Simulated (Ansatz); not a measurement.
# Li: the cost of one run

Program: Ansatz 0.2.0. Level of theory: DFT PBEsol, scalar-relativistic. These are calculated values, not measurements.

## 1. The structure to begin with

It takes space group Im-3m (No. 229, cubic). The conventional cell has a = 3.500 Å, b = 3.500 Å, c = 3.500 Å, α = 90.00°, β = 90.00°, γ = 90.00°. Around Li (site symmetry m-3m) lie 8 Li at 3.03 Å.

Coordinates:

```cif
data_structure
_symmetry_space_group_name_H-M 'P 1'
_symmetry_Int_Tables_number 1
_cell_length_a 3.0311
_cell_length_b 3.0311
_cell_length_c 3.0311
_cell_angle_alpha 109.471
_cell_angle_beta 109.471
_cell_angle_gamma 109.471
_cell_volume 21.44
loop_
_atom_site_label
_atom_site_type_symbol
_atom_site_fract_x
_atom_site_fract_y
_atom_site_fract_z
_atom_site_occupancy
Li1 Li 0.00000 0.00000 0.00000 1
```

## 2. After the deformation

Space group Im-3m before, R-3m after.

## 3. LAPW, all electrons

The input, input.yaml:

```yaml
crystal:
  lattice:
    - [-1.8025, 1.75, 1.75]
    - [1.75, -1.8025, 1.75]
    - [1.75, 1.75, -1.8025]
  atoms:
    - { symbol: Li, position: [0.0, 0.0, 0.0] }
kpoints:
  mp_grid: { grid: [15, 15, 15] }
  band_path:
    path:
      - [0.0, 0.0, 0.0]
      - [0.0, 0.0, 0.5]
      - [-0.5, 0.5, 0.5]
      - [-0.7572253634, 0.2427746366, 0.2427746366]
      - [0.2427746366, 0.2427746366, 0.2427746366]
      - [0.0, 0.0, 0.0]
      - [-0.5, 0.0, 0.5]
    npoints: 5
scf:
  occupations: { method: fermi_dirac, width: 0.08 }
hamiltonian:
  xc: pbesol
  pseudopotentials: { kind: all_electron, lapw: { basis_error: 0.00025 } }
output:
  forces: true
  stress: true
  eigenvalues: true
```

On the command line:

```bash
$ ansatz run input.yaml --threads 1 --pin off --max-ram 3072MiB --backend cpu --events-out ev --progress --plain --runs-dir out
```

Q: Estimate wall time and peak memory on 1 thread of Arm Neoverse V2, shared host.

About 4.5 s, with a peak of 0.23 GiB.
